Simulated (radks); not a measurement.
# Mn²⁺ in [Ar] 3d5: an all-electron calculation

The task here is to estimate one member of a computed series from the others.

Method: scalar-relativistic Kohn-Sham, PBE, spin-polarised, spherical densities, point nucleus; open shells are filled with parallel spins first. Code: radks (a radial shooting solver on a logarithmic mesh, Libxc functionals) version 1.

## The system

```
element       : manganese (Z = 25)
charge        : +2
electrons     : 23
configuration : [Ar] 3d5
```

Outer shells as boxes (Hund's rule):

Mn²⁺
```
[Ar] core
3d [↑ ][↑ ][↑ ][↑ ][↑ ]
```

The first run:

Input:

```text
Z 25
configuration [Ar] 3d5 4s0 4p0
relativity scalar-relativistic
functional pbe,pbe
spin polarised
nucleus point
c 137.035999084
```

One table of the session follows, with a row left open; its other results are not shown here.

It belongs to the step «Radial structure». Radial moments (bohr):

```
  level      <r>  outermost maximum (interpolated)  90 % within  nodes
1s down  0.06090                            0.0399        0.109      0
  1s up  0.06090                            0.0399        0.109      0
  2s up        ?                                 ?            ?      ?
2s down   0.2791                             0.232        0.433      1
  2p up   0.2474                             0.188        0.406      0
2p down   0.2468                             0.188        0.404      0
  3s up   0.8517                             0.737         1.28      2
3s down   0.8545                             0.737         1.28      2
  3p up   0.9030                             0.753         1.39      1
3p down   0.9088                             0.754         1.40      1
  3d up    1.131                             0.760         1.94      0
3d down    1.190                             0.770         2.07      0
  4s up    2.557                              2.23         3.75      3
  4p up    3.031                              2.64         4.47      2
```

Estimate the missing values for 2s up.

**Answer.** <r>: 0.2797; outermost maximum (interpolated): 0.233; 90 % within: 0.434; nodes: 1. In the column «<r>» it lies between 2s down (0.2791) and 3s up (0.8517).

To keep in mind: Open shells are spherical and high-spin; term and fine-structure splittings are not resolved.
